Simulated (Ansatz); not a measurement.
# SnO2: the cost of one run

Computed with Ansatz 0.2.0 (DFT LDA, scalar-relativistic, plane waves, PAW, unless a step's input says otherwise).

1 further run of the same task is left out (set aside as unsound or not needed).

## Step 1: The starting structure

The structure is trigonal, space group R-3m (No. 166). The conventional cell has a = 3.205 Å, b = 3.205 Å, c = 12.261 Å, α = 90.00°, β = 90.00°, γ = 120.00°. Sn (site symmetry -3m) has 6 O at 2.09 Å as nearest neighbours. O (site symmetry 3m) is surrounded by 3 Sn at 2.09 Å.

As a file:

```cif
data_structure
_symmetry_space_group_name_H-M 'P 1'
_symmetry_Int_Tables_number 1
_cell_length_a 5.5138
_cell_length_b 5.5138
_cell_length_c 5.5138
_cell_angle_alpha 71.089
_cell_angle_beta 71.089
_cell_angle_gamma 71.089
_cell_volume 145.46
loop_
_atom_site_label
_atom_site_type_symbol
_atom_site_fract_x
_atom_site_fract_y
_atom_site_fract_z
_atom_site_occupancy
Sn1 Sn 0.86454 0.86454 0.86454 1
Sn2 Sn 0.36487 0.36487 0.86488 1
Sn3 Sn 0.36487 0.86488 0.36487 1
Sn4 Sn 0.86488 0.36487 0.36487 1
O1 O 0.11991 0.61961 0.61961 1
O2 O 0.61961 0.11991 0.61961 1
O3 O 0.61961 0.61961 0.11991 1
O4 O 0.60994 0.60994 0.60994 1
O5 O 0.11985 0.11985 0.11985 1
O6 O 0.10969 0.10969 0.61000 1
O7 O 0.10969 0.61000 0.10969 1
O8 O 0.61000 0.10969 0.10969 1
```

It goes back to an entry of the Materials Project, which need not be the stable form.

It is the result of an earlier relaxation at this level (volume 12.12 Å³/atom; gap on the mesh: 1.59 eV).

## Step 2: The scan

The energy is mapped over volume and the cell's shape.

First coordinate, volume per atom: 5 values from 10.67 to 13.58 Å³. Second coordinate, c/a of the conventional cell: 5 values from 1.594 to 2.294.

Nothing else is relaxed (fractional coordinates fixed). Energies count from the relaxed crystal. Points are written as (first, second).

## Step 3: Grid point (10.67 Å³, 1.746)

Input file input.yaml:

```yaml
crystal:
  lattice:
    - [3.1662368403, 1.8280276921, 3.685921847]
    - [-3.1662368403, 1.8280276921, 3.685921847]
    - [0.0, -3.6560553841, 3.685921847]
  atoms:
    - { symbol: Sn, position: [0.8645353782, 0.8645353782, 0.8645353782] }
    - { symbol: Sn, position: [0.3648691645, 0.3648691645, 0.8648751974] }
    - { symbol: Sn, position: [0.3648691645, 0.8648751974, 0.3648691645] }
    - { symbol: Sn, position: [0.8648751974, 0.3648691645, 0.3648691645] }
    - { symbol: O, position: [0.1199116729, 0.6196051221, 0.6196051221] }
    - { symbol: O, position: [0.6196051221, 0.1199116729, 0.6196051221] }
    - { symbol: O, position: [0.6196051221, 0.6196051221, 0.1199116729] }
    - { symbol: O, position: [0.6099370359, 0.6099370359, 0.6099370359] }
    - { symbol: O, position: [0.1198492242, 0.1198492242, 0.1198492242] }
    - { symbol: O, position: [0.1096932183, 0.1096932183, 0.6100024814] }
    - { symbol: O, position: [0.1096932183, 0.6100024814, 0.1096932183] }
    - { symbol: O, position: [0.6100024814, 0.1096932183, 0.1096932183] }
basis:
  ecutwfc: 520.0
kpoints:
  mp_grid: { grid: [6, 6, 6] }
hamiltonian:
  xc: lda
  pseudopotentials: { kind: paw, azcp: { folder: soft_1 } }
scf:
  occupations: { method: gaussian, width: 0.05 }
output:
  forces: true
  stress: true
  eigenvalues: true
```

Launch:

```
ansatz run input.yaml --threads 2 --pin off --max-ram 4096MiB --backend cpu --events-out ev --progress --plain --runs-dir out
```

What time and memory should one allow on 2 threads of Arm Neoverse N1, shared host?

About 37 s, with a peak of 0.52 GiB.
